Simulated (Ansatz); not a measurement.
**TiPt5: what a guessed cell relaxes into**

Where does this trial cell of TiPt5 go when cell and atoms are let free?

Computed with Ansatz 0.2.0 (DFT PBE, scalar-relativistic, plane waves, PAW, unless a step's input says otherwise).

## Step 1: The system as given

The structure is tetragonal, space group P4/mmm (No. 123). Conventional cell: a = 5.102 Å, b = 5.102 Å, c = 3.641 Å, α = 90.00°, β = 90.00°, γ = 90.00°. Ti (site symmetry 4/mmm) has 2 Pt at 1.82 Å as nearest neighbours. Around Pt (site symmetry m2m) lie 2 Pt at 1.80 Å. Pt (site symmetry 4/mmm) has 2 Ti at 1.82 Å as nearest neighbours.

Structure file:

```
Ti Pt
1.0
     5.10175    0.00000    0.00000
     0.00000    5.10175    0.00000
     0.00000    0.00000    3.64111
Ti Pt
1 5
Cartesian
  0.0000 0.0000 0.0000
  1.2782 2.5509 1.8206
  3.8235 2.5509 1.8206
  2.5509 1.2782 1.8206
  2.5509 3.8235 1.8206
  0.0000 0.0000 1.8206
```

The cell is invented: random cell by space group and Wyckoff sites (P4/mmm, No. 123). Lengths come from tabulated atomic sizes and are only a guess.

## Step 2: The guess as it stands, on a coarse mesh

Input file input.yaml:

```yaml
crystal:
  lattice:
    - [5.1017518, 0.0, 0.0]
    - [0.0, 5.1017518, 0.0]
    - [0.0, 0.0, 3.64111179]
  atoms:
    - { symbol: Ti, position: [0.0, 0.0, 0.0] }
    - { symbol: Pt, position: [0.25054865, 0.5, 0.5] }
    - { symbol: Pt, position: [0.74945135, 0.5, 0.5] }
    - { symbol: Pt, position: [0.5, 0.25054865, 0.5] }
    - { symbol: Pt, position: [0.5, 0.74945135, 0.5] }
    - { symbol: Pt, position: [0.0, 0.0, 0.5] }
basis:
  ecutwfc: 420
kpoints:
  mp_grid: { grid: [4, 4, 6] }
hamiltonian:
  xc: pbe
scf:
  occupations: { method: gaussian, width: 0.1 }
  lower_state_search: "off"
output:
  forces: true
  stress: true
  eigenvalues: true
```

Launch:

```console
$ ansatz run input.yaml --threads 1 --pin off --max-ram 2560MiB --backend cpu --events-out ev --progress --plain --runs-dir out
```

The session goes on with these runs: coarse relaxation; relaxation on the finer mesh.

Before running it: what results should come out? Wanted: conventional cell; volume; energy over the elements; gap on the mesh.

The runs gave:

| quantity | value |
| --- | --- |
| symmetry at the end (tolerance 0.05 Å) | space group P4/mmm (No. 123) |
| conventional cell | a = 5.830 Å, b = 5.830 Å, c = 4.635 Å, α = 90.00°, β = 90.00°, γ = 90.00° |
| volume | 26.26 Å³/atom |
| energy over the elements | +1.04 eV/atom |
| gap on the mesh | none (metal) |

**Reading.** The space group P4/mmm (No. 123) is kept, and the volume per atom grows by 66.2 % from the first guess. The formation energy is positive, so the separate elements lie lower. No finished test with a distortion of lower symmetry is shown, so the end may be a saddle point. Spin-orbit coupling is left out for Pt. Where forces pass 15 eV/Å atoms stand far too close, the PAW spheres overlap strongly and those numbers are rough.
